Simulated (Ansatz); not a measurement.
## BCl2FGeH2, SMILES [F][GeH2][B](Cl)Cl: a single point from an input written key by key

Run with Ansatz 0.2.0, Python API.

Contents of `input.yaml`:
```yaml
crystal:
  periodic: [false, false, false]
  atoms:
    - { symbol: F, position_ang: [-1.5623, 0.5342, 1.455] }
    - { symbol: Ge, position_ang: [-0.8918, -0.0945, -0.0411] }
    - { symbol: B, position_ang: [1.1168, 0.0916, -0.0059] }
    - { symbol: Cl, position_ang: [1.8838, 1.7585, 0.1626] }
    - { symbol: Cl, position_ang: [2.183, -1.4052, -0.1411] }
    - { symbol: H, position_ang: [-1.2687, -1.5907, -0.1894] }
    - { symbol: H, position_ang: [-1.4608, 0.7061, -1.2401] }
basis:
  gaussian: { orbitals: def2-SVP }
correlation:
  method: mp2
output:
  forces: true
accuracy: medium
scf:
  lower_state_search: standard
```

Script `deck_bcl2fgeh2.py`:
```python
import ansatz as az
import numpy as np


def main() -> None:
    session = az.Session.from_deck("input.yaml")
    rep = session.plan(threads=1).execute().report

    print("reference energy %16.6f eV" % rep["reference_energy_ev"])
    print("total energy     %16.6f eV" % rep["free_energy_ev"])
    print("occupied orbitals outside the frozen core (up, down):", rep["n_occupied"], " frozen:", rep["n_frozen"], " virtual:", rep["n_virtual"])
    symbols = ["F", "Ge", "B", "Cl", "Cl", "H", "H"]
    print("correlation energy", round(rep["free_energy_ev"] - rep["reference_energy_ev"], 5), "eV")
    cluster = rep["correlation"].get("coupled_cluster")
    if cluster:
        print("cycles", cluster["cycles"], " T1 diagnostic", round(cluster["t1_diagnostic"], 4), " largest double", round(cluster["largest_double"], 4))

    print("forces (eV/A)")
    for symbol, f in zip(symbols, rep["forces_ev_ang"]):
        print(f"  {symbol:2s} {f[0]:9.4f} {f[1]:9.4f} {f[2]:9.4f}")
    charges = rep["charge_distribution"]
    dipole = np.array(charges["dipole_moment_e_ang"]) * 4.803205
    print("dipole (D): {:.3f} {:.3f} {:.3f}, length {:.3f}".format(*dipole, np.linalg.norm(dipole)))
    print("atom  Mulliken   Lowdin")
    for symbol, m, l in zip(symbols, charges["mulliken_charges_e"], charges["lowdin_charges_e"]):
        print(f"{symbol:4s} {m:9.3f} {l:8.3f}")


if __name__ == "__main__":
    main()
```

```console
$ python deck_bcl2fgeh2.py
reference energy    -84874.948528 eV
total energy        -84895.624024 eV
occupied orbitals outside the frozen core (up, down): [20, 20]  frozen: 21  virtual: [65, 65]
correlation energy -20.6755 eV
forces (eV/A)
  F     0.0481   -0.0847   -0.2691
  Ge   -0.8803   -0.4497   -0.5890
  B     2.8830    0.3706    0.2875
  Cl   -0.7942   -2.0538   -0.2212
  Cl   -1.1569    1.8699    0.1136
  H    -0.0909    0.4581    0.2277
  H    -0.0087   -0.1105    0.4505
dipole (D): 0.411 -0.643 -1.549, length 1.727
atom  Mulliken   Lowdin
F       -0.433   -0.056
Ge       0.748    0.207
B        0.113   -0.639
Cl      -0.110    0.298
Cl      -0.111    0.295
H       -0.105   -0.053
H       -0.102   -0.051
```

Reading the output:
- These settings explore the input space; basis and method may be short of convergence.
- The geometry is a force-field or estimated start, not a minimum of this method, and the basis set is short of its limit.
- The Löwdin charges here are taken after orthogonalising the functions within each atom; they differ from plain Löwdin charges, and their signs can be unphysical.
- Hardware and time: 3.7 s on 1 thread of Intel(R) Xeon(R) 6975P-C (Granite Rapids), with other jobs on the host, peak memory 0.3 GiB.

(Lines on the test bed's own set-up are left out of the output.)
